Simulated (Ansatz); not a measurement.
Geometry optimisation, Ansatz 0.2.0, DFT PBE, scalar-relativistic, plane waves, PAW.

The input (input.yaml):

```yaml
crystal:
  lattice:
    - [7.67918, 0.0, 0.0]
    - [3.83959, 6.650365, 0.0]
    - [0.0, 0.0, 17.418765]
  atoms:
    - { symbol: H, position: [0.1666667, 0.1666667, 0.0574094] }
    - { symbol: H, position: [0.6666667, 0.1666667, 0.0574094] }
    - { symbol: H, position: [0.1666667, 0.6666667, 0.0574094] }
    - { symbol: H, position: [0.6666667, 0.6666667, 0.0574094] }
    - { symbol: Si, position: [0.1666667, 0.1666667, 0.1435234] }
    - { symbol: Si, position: [0.6666667, 0.1666667, 0.1435234] }
    - { symbol: Si, position: [0.1666667, 0.6666667, 0.1435234] }
    - { symbol: Si, position: [0.6666667, 0.6666667, 0.1435234] }
    - { symbol: Si, position: [-0.1666667, 0.3333333, 0.1885181] }
    - { symbol: Si, position: [0.3333333, 0.3333333, 0.1885181] }
    - { symbol: Si, position: [-0.1666667, 0.8333333, 0.1885181] }
    - { symbol: Si, position: [0.3333333, 0.8333333, 0.1885181] }
    - { symbol: Si, position: [-0.1666667, 0.3333333, 0.3235024] }
    - { symbol: Si, position: [0.3333333, 0.3333333, 0.3235024] }
    - { symbol: Si, position: [-0.1666667, 0.8333333, 0.3235024] }
    - { symbol: Si, position: [0.3333333, 0.8333333, 0.3235024] }
    - { symbol: Si, position: [0.0, 0.0, 0.3684971] }
    - { symbol: Si, position: [0.5, 0.0, 0.3684971] }
    - { symbol: Si, position: [0.0, 0.5, 0.3684971] }
    - { symbol: Si, position: [0.5, 0.5, 0.3684971] }
    - { symbol: F, position: [0.9532328, 0.7808645, 0.4109801], spin: 1.0 }
magnetization:
  spin_polarized: true
basis:
  ecutwfc: 420.0
kpoints:
  mp_grid: { grid: [2, 2, 1] }
hamiltonian:
  xc: pbe
  pseudopotentials: { kind: paw, azcp: { folder: soft_1 } }
scf:
  occupations: { method: fermi_dirac, width: 0.02 }
  lower_state_search: "off"
relax:
  f_tol: 0.03
  max_steps: 60
  adjacent_minimum: "off"
  constraints: [{ sites: [0, 1, 2, 3, 4, 5, 6, 7] }]
output:
  write_density: true
  write_potential: true
  elf: true
  volumetric_format: npy
```

Launched with:

```bash
$ ansatz run input.yaml --threads 2 --pin off --max-ram 5120MiB --backend cpu --events-out ev --progress --plain --runs-dir out
```

**Question.** Where does it end, and by what steps?

**Answer.** The forces met the threshold. The force dipped under the threshold on the way, but the program's further checks kept it going. Limits of this set-up: coarse k mesh, thin slab, slab without dipole correction. After 13 steps the energy has fallen by 3.746 eV; F21 moved furthest, 2.08 Å. Parted: Si15–F21 (1.72 → 3.26 Å).

| step | energy less start (eV) | largest force component (eV/Å) | accepted |
| --- | --- | --- | --- |
| 0 | 0.0000 | 4.215 | yes |
| 1 | -0.6174 | 3.061 | yes |
| 2 | -1.2227 | 1.213 | yes |
| 3 | -1.5345 | 1.078 | yes |
| 4 | -1.8392 | 1.170 | yes |
| 5 | -2.2093 | 1.691 | yes |
| 6 | -2.6411 | 2.076 | yes |
| 7 | -3.0956 | 1.982 | yes |
| 8 | -3.4462 | 1.946 | yes |
| 9 | -3.6075 | 0.853 | yes |
| 10 | -3.6943 | 0.487 | yes |
| 11 | -3.7397 | 0.149 | yes |
| 12 | -3.7456 | 0.007 | yes |
| 13 | -3.7456 | 0.007 | yes |

```xyz
21
Lattice="7.6792 0.0000 0.0000 3.8396 6.6504 0.0000 0.0000 0.0000 17.4188" Properties=species:S:1:pos:R:3
H 1.920 1.108 1.000
H 5.759 1.108 1.000
H 3.840 4.434 1.000
H 7.679 4.434 1.000
Si 1.920 1.108 2.500
Si 5.759 1.108 2.500
Si 3.840 4.434 2.500
Si 7.679 4.434 2.500
Si 0.000 2.214 3.260
Si 3.840 2.216 3.263
Si 1.923 5.544 3.259
Si 5.757 5.544 3.261
Si 0.002 2.239 5.630
Si 3.841 2.235 5.638
Si 1.917 5.558 5.628
Si 5.763 5.559 5.631
Si 0.000 0.018 6.387
Si 3.841 0.019 6.338
Si 1.922 3.346 6.342
Si 5.760 3.345 6.342
F 11.516 6.663 8.023
```

Run time: 4.3 min on 2 threads of Arm Neoverse V1 (shared host), peak memory 1.3 GiB.
